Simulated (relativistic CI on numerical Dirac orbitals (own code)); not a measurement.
**Lu⁺: 5p photoemission multiplets**

Wanted: the shape of the 5p photoemission spectrum of Lu⁺ in 4 surroundings, from the same atomic integrals.

Program: relativistic CI on numerical Dirac orbitals (own code) version 1. Level of theory: Dirac-Coulomb-Breit CI, KLI orbitals optimised for each configuration, model QED (radiative potential, 1s self-energy scaled to tabulated hydrogen-like ionisation energies), valence Slater integrals scaled by 0.8, multiplet model of photoemission in the sudden approximation. These are calculated values, not measurements, unless marked.

### Step 1. The atom as given

* ion: Lu⁺ (Lu II)
* nuclear charge: 71
* electrons: 70
* configurations: [Xe] 4f14 5d2 → [Kr] 4d10 4f14 5s2 5p5 5d2
* temperature: 300 K
* widths: Lorentz 1.5 eV, Gauss 0.6 eV
* surrounding 1: free ion
* surrounding 2: D4h, 10Dq = 21950, Ds = -1500, Dt = 650 cm⁻¹
* surrounding 3: D4h, 10Dq = 21950, Ds = -600, Dt = 650 cm⁻¹
* surrounding 4: D4h, 10Dq = 21950, Ds = 300, Dt = 650 cm⁻¹

### Step 2. Surrounding 1: free ion

Settings of the run:

```ini
atom Lu  Z=71  charge=1  electrons=70
nucleus A=175  rms_radius_fm=5.3700
hamiltonian dirac-coulomb  breit=on  qed=on  c_scale=1
orbitals kli  potential=per-configuration
slater_scale 0.8
correlation none
mixing on
configurations
  [Xe] 4f14 5d2
  [Kr] 4d10 4f14 5s2 5p5 5d2
end
photoemission 5p T=300 lorentz=1.5 gauss=0.6
crystal_field free
```

### Step 3. Surrounding 2: D4h, 10Dq = 21950, Ds = -1500, Dt = 650

Settings: those of step 2 with these lines changed.

```diff
@@ -12,2 +12,2 @@
 photoemission 5p T=300 lorentz=1.5 gauss=0.6
-crystal_field free
+crystal_field D4h 10Dq=21950 Ds=-1500 Dt=650
```

### Step 4. Surrounding 3: D4h, 10Dq = 21950, Ds = -600, Dt = 650

Settings: those of step 3 with these lines changed.

```diff
@@ -12,2 +12,2 @@
 photoemission 5p T=300 lorentz=1.5 gauss=0.6
-crystal_field D4h 10Dq=21950 Ds=-1500 Dt=650
+crystal_field D4h 10Dq=21950 Ds=-600 Dt=650
```

### Step 5. Surrounding 4: D4h, 10Dq = 21950, Ds = 300, Dt = 650

Settings: those of step 4 with these lines changed.

```diff
@@ -12,2 +12,2 @@
 photoemission 5p T=300 lorentz=1.5 gauss=0.6
-crystal_field D4h 10Dq=21950 Ds=-600 Dt=650
+crystal_field D4h 10Dq=21950 Ds=300 Dt=650
```

(Steps that only read results are left out.)

Before running it: what results should come out? Wanted: highest peak, first run; ground spin.

The runs gave:

| surrounding | ground S | centroid (eV) | spread (eV) | up to four highest peaks (% of the highest), eV |
| --- | --- | --- | --- | --- |
| 1: free | 0.99 | 41.31 | 4.31 | 38.4 (100), 41.6 (26), 46.4 (39), 50.4 (23) |
| 2: D4h | 0.63 | 41.56 | 3.95 | 38.6 (100), 46.2 (46), 50.2 (11) |
| 3: D4h | 1.00 | 41.45 | 4.07 | 38.4 (100), 46.2 (45), 50.8 (12) |
| 4: D4h | 1.00 | 41.44 | 4.07 | 38.4 (100), 46.0 (45), 50.8 (13) |

```
                           quantity         value
            highest peak, first run       38.4 eV
ground spin (effective S from ⟨S²⟩)  0.63 to 1.00
```

What this shows: The highest peak stays in place, within the step of the energy grid, in all surroundings. Energies are those of the free ion without screening by ligands; binding energies in solids differ by tens of eV.
